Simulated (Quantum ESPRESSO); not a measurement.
Crystal: GaSb3.

```
CELL_PARAMETERS angstrom
0.00000 3.73060 3.73060
3.73060 0.00000 3.73060
3.73060 3.73060 0.00000
ATOMIC_POSITIONS crystal
Sb 0.50000 0.50000 0.50000
Sb 0.75000 0.75000 0.75000
Sb 0.25000 0.25000 0.25000
Ga 0.00000 0.00000 0.00000
```

The cell comes from a database or a generator and needn't be the stable form of this composition.

Base run:

- Program: Quantum ESPRESSO 7.5
- Functional: PBEsol
- Potentials or basis: GBRV 1.5 PBEsol
- Cutoff: 762 eV
- Density cutoff: 6095 eV
- k mesh: 6 × 6 × 6
- Occupations: fermi-dirac, width 0.05 eV
- Spin: no spin polarisation

Its results: band gap on the k mesh none (metal or under the smearing width); pressure -3.3 GPa.

Question: The run is repeated on the same cell with these changes: functional from PBEsol to LDA; potentials or basis from GBRV 1.5 PBEsol to GBRV 1.5 LDA. What comes out?

Answer: Band gap on the k mesh none (metal or under the smearing width); pressure -4.4 GPa.

Caveats: spin-orbit coupling is left out, which moves the levels of the heavy elements (some runs).
